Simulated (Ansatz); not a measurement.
# O3Pm2 (Pm2(O)3): the cost of one run

Method: DFT PBE, plane waves, PAW, molecule in a box with 9 Å of vacuum; program: Ansatz 0.2.0.

5 further runs of the same task are left out: 2 for a known fault of the program, 3 that didn't finish.

### Step 1. The starting structure

5 atoms, charge 0, spin multiplicity 1.

Bond lengths: Pm1–Pm2 2.915 Å, Pm1–O3 2.142 Å, Pm1–O4 2.142 Å, Pm1–O5 2.142 Å, Pm2–O3 2.142 Å, Pm2–O4 2.142 Å, Pm2–O5 2.142 Å. Angles: Pm2–Pm1–O3 47.1°, Pm2–Pm1–O4 47.1°, Pm2–Pm1–O5 47.1°, O3–Pm1–O4 78.8°, O3–Pm1–O5 78.8°, O4–Pm1–O5 78.8°, Pm1–Pm2–O3 47.1°, Pm1–Pm2–O4 47.1°, Pm1–Pm2–O5 47.1°, O3–Pm2–O4 78.8°, O3–Pm2–O5 78.8°, O4–Pm2–O5 78.8°, Pm1–O3–Pm2 85.7°, Pm1–O4–Pm2 85.7°, Pm1–O5–Pm2 85.7°.

Coordinates:

```xyz
5
O3Pm2
Pm    0.00000    0.00000    1.45730
Pm    0.00000    0.00000   -1.45730
O     1.56997   -0.00001    0.00000
O    -0.78498    1.35963    0.00000
O    -0.78499   -1.35963    0.00000
```

Formal oxidation states: Pm +3. Each metal's 4 4f electrons lie in its core potential, so multiplicities, spins and levels count the valence alone. In the runs below they are in the valence, and the state is a nonet. An earlier session relaxed this geometry at B3LYP, Pm lcecp-1-SVP with ECP50, O def2-SVP (singlet, point group D3h).

### Step 2. Scalar-relativistic

input.yaml reads:

```yaml
crystal:
  lattice:
    - [11.35, 0.0, 0.0]
    - [0.0, 11.72, 0.0]
    - [0.0, 0.0, 11.91]
  atoms:
    - { symbol: Pm, position: [0.46563789, 0.49996843, 0.62255164], spin: 4.0 }
    - { symbol: Pm, position: [0.46563789, 0.49996843, 0.37783375], spin: 4.0 }
    - { symbol: O, position: [0.60396035, 0.49996758, 0.50019312] }
    - { symbol: O, position: [0.39647665, 0.61597782, 0.50019312] }
    - { symbol: O, position: [0.39647577, 0.38395904, 0.50019312] }
basis:
  ecutwfc: 600
  ecutrho_ratio: 5
kpoints:
  mp_grid: { grid: [1, 1, 1] }
hamiltonian:
  xc: pbe
scf:
  occupations: { method: gaussian, width: 0.01 }
output:
  forces: true
  eigenvalues: true
  populations: true
  hubbard: { sites: [{ species: Pm, l: f }] }
magnetization:
  spin_polarized: true
```

Launch:

```sh
ansatz run input.yaml --threads 2 --pin off --max-ram 5120MiB --backend cpu --events-out ev --progress --plain --runs-dir out
```

Q: Estimate wall time and peak memory on 2 threads of Arm Neoverse V1, shared host.

About 4.2 min, with a peak of 4.5 GiB.
